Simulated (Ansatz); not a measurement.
# AlH9OSi3: a ladder of functionals and wavefunction methods

An exercise on one series of results from a longer session: the logs are not shown, and one member is left open.

Method: functionals in def2-TZVPP, the program's frozen cores in correlated methods; program: Ansatz 0.2.0, Gaussian basis.

Levels to be run: LDA (SPW92), PBE-D4, revPBE-D4, BLYP-D4, r2SCAN-D4, B97M-V, PBE0-D4, B3LYP-D4, r2SCANh-D4, r2SCAN0-D4, HSE06-D4, BHLYP-D4, CAM-B3LYP-D4, LC-ωPBE, ωB97X-V, ωB97M-V, B2PLYP, PBE-QIDH; CCSD(T)/def2-SVP; CCSD(T)/def2-TZVPP; MP2/def2-QZVPP; extrapolation to the limit; RPA on PBE.

## The geometry

The geometry comes from an earlier relaxation with PBE0-D4 in a triple-zeta def2 set; it is a stationary point, not always the lowest conformer.

SMILES `[AlH2][SiH]([SiH3])O[SiH3]`, 14 atoms, charge 0, spin multiplicity 1.

Atoms are counted from 1 here; the program's logs count them from 0.

Bond lengths: Al1–Si2 2.458 Å, Al1–H6 1.590 Å, Al1–H7 1.588 Å, Si2–Si3 2.353 Å, Si2–O4 1.655 Å, Si2–H8 1.499 Å, Si3–H9 1.490 Å, Si3–H10 1.490 Å, Si3–H11 1.489 Å, O4–Si5 1.636 Å, Si5–H12 1.487 Å, Si5–H13 1.488 Å, Si5–H14 1.483 Å. Angles: Si2–Al1–H6 118.4°, Si2–Al1–H7 121.9°, H6–Al1–H7 119.7°, Al1–Si2–Si3 111.0°, Al1–Si2–O4 111.2°, Al1–Si2–H8 109.7°, Si3–Si2–O4 111.0°, Si3–Si2–H8 104.8°, O4–Si2–H8 108.8°, Si2–Si3–H9 108.2°, Si2–Si3–H10 111.1°, Si2–Si3–H11 112.4°, H9–Si3–H10 108.2°, H9–Si3–H11 108.7°, H10–Si3–H11 108.2°, Si2–O4–Si5 141.6°, O4–Si5–H12 110.4°, O4–Si5–H13 110.1° and more.

Set-up of the first run:

File in.yaml:

```yaml
crystal:
  periodic: [false, false, false]
  atoms:
    - {symbol: Al, position_ang: [-1.975435, 2.138305, 0.173773]}
    - {symbol: Si, position_ang: [-0.530946, 0.183732, 0.539126]}
    - {symbol: Si, position_ang: [1.705198, 0.837005, 0.869073]}
    - {symbol: O, position_ang: [-0.655252, -0.895684, -0.709236]}
    - {symbol: Si, position_ang: [0.007127, -2.278674, -1.279641]}
    - {symbol: H, position_ang: [-2.033879, 3.257209, 1.301634]}
    - {symbol: H, position_ang: [-2.814684, 2.323465, -1.161816]}
    - {symbol: H, position_ang: [-0.921989, -0.503275, 1.813172]}
    - {symbol: H, position_ang: [1.753155, 1.751638, 2.044058]}
    - {symbol: H, position_ang: [2.229303, 1.573803, -0.314715]}
    - {symbol: H, position_ang: [2.603474, -0.321897, 1.129498]}
    - {symbol: H, position_ang: [-0.261400, -3.405716, -0.347677]}
    - {symbol: H, position_ang: [1.479199, -2.118899, -1.426651]}
    - {symbol: H, position_ang: [-0.596771, -2.570312, -2.601994]}
basis:
  gaussian: {orbitals: def2-TZVPP}
hamiltonian: {xc: lda}
output: {orbitals: {seedname: orbitals}}
```

Command:

```console
ansatz run in.yaml --threads 4 --pin off --events-out ev --progress --plain --max-ram 10444MiB
```

Among the steps run: LDA; PBE-D4 (GGA); revPBE-D4 (GGA); BLYP-D4 (GGA); r2SCAN-D4 (meta-GGA); B97M-V (meta-GGA); PBE0-D4 (hybrid); B3LYP-D4 (hybrid); r2SCANh-D4 (hybrid); r2SCAN0-D4 (hybrid); HSE06-D4 (hybrid); BHLYP-D4 (hybrid); CAM-B3LYP-D4 (range-separated); LC-ωPBE (range-separated); ωB97X-V (range-separated); ωB97M-V (range-separated); B2PLYP (double hybrid); PBE-QIDH (double hybrid).

One table of the session follows, with a row left open; its other results are not shown here.

It belongs to the step «Frontier levels by functional». 

```
  functional  HOMO (eV)  LUMO (eV)  gap (eV)
 LDA (SPW92)          ?          ?         ?
      PBE-D4      -6.10      -2.93      3.17
   revPBE-D4      -6.06      -2.83      3.23
     BLYP-D4      -5.96      -2.79      3.17
   r2SCAN-D4      -6.33      -2.69      3.63
      B97M-V      -6.46      -2.94      3.52
     PBE0-D4      -7.14      -2.18      4.96
    B3LYP-D4      -6.95      -2.36      4.59
  r2SCANh-D4      -6.71      -2.43      4.27
  r2SCAN0-D4      -7.28      -2.05      5.23
    HSE06-D4      -6.75      -2.55      4.20
    BHLYP-D4      -8.08      -1.38      6.69
CAM-B3LYP-D4      -8.35      -1.22      7.13
     LC-ωPBE      -9.61      -0.17      9.44
     ωB97X-V      -9.31      -0.29      9.03
     ωB97M-V      -9.08      -0.57      8.51
```

Estimate the missing values for LDA (SPW92).

The run gave: HOMO (eV): -6.18; LUMO (eV): -3.15; gap (eV): 3.04. In the column «HOMO (eV)» it lies between r2SCAN-D4 (-6.33) and PBE-D4 (-6.10).
